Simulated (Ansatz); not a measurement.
# TaHCl (doublet): the correlation ladder, def2-QZVPP

An exercise on one series of results from a longer session: the logs are not shown, and one member is left open.

Method: def2-QZVPP, core rule «outside noble gas», up to 9 orbitals frozen; program: Ansatz 0.2.0, Gaussian basis.

The runs, in order: UHF; ROHF; CCSD(T) on UHF.

## What is computed

The geometry is a PBE0/def2-TZVP stationary point (not a proven minimum) of the parent state, kept for this charge and spin. No spin-orbit coupling is included. Elements past krypton take def2 core potentials.

3 atoms, charge 0, spin multiplicity 2.

Atoms are counted from 1 here; the program's logs count them from 0.

Bond lengths: Ta1–Cl2 2.311 Å, Ta1–H3 1.863 Å. Angles: Cl2–Ta1–H3 180.0°.

Set-up of the first run:

The input, in.yaml:

```yaml
crystal:
  periodic: [false, false, false]
  atoms:
    - {symbol: Ta, position_ang: [0.000000, 0.000000, 0.149600]}
    - {symbol: Cl, position_ang: [0.000000, 0.000000, -2.161700]}
    - {symbol: H, position_ang: [0.000000, 0.000000, 2.012100]}
basis:
  gaussian: {orbitals: "def2-QZVPP.json"}
magnetization: {spin_polarized: true, initial_magnetization: 1}
hamiltonian: {xc: hf}
output: {orbitals: {seedname: orbitals}}
```

Started as:

```bash
$ ansatz run in.yaml --threads 1 --pin off --events-out ev --progress --plain --max-ram 4096MiB --backend cpu
```

Among the steps run: UHF; ROHF; CCSD(T) on UHF.

One table of the session follows, with a row left open; its other results are not shown here.

| method | from UCCSD(T) (kcal/mol) |
| --- | --- |
| ROHF | +239.81 |
| UHF | ? |
| UMP2 | +30.28 |
| UCCSD | +11.31 |
| UCCSD(T) | 0 |

Q: Estimate the row for UHF from the others.

The run gave: from UCCSD(T) (kcal/mol): +227.05. In the column «from UCCSD(T) (kcal/mol)» it lies between UMP2 (+30.28) and ROHF (+239.81).

The program flags UCCSD(T) as in doubt (see the logs), so the zero of the table is itself unsure.

Caveats from the session: The determinant of HF (⟨S²⟩ 1.60) is far from a pure spin state, so its energy mixes those of several spin states; that is harmless only where they are near-degenerate. The determinant of CCSD(T) (⟨S²⟩ 1.60) is far from a pure spin state, so its energy mixes those of several spin states; high orders of coupled cluster remove much of that, low ones don't. The program flags UCCSD(T) as in doubt, so the zero of the table is itself unsure.
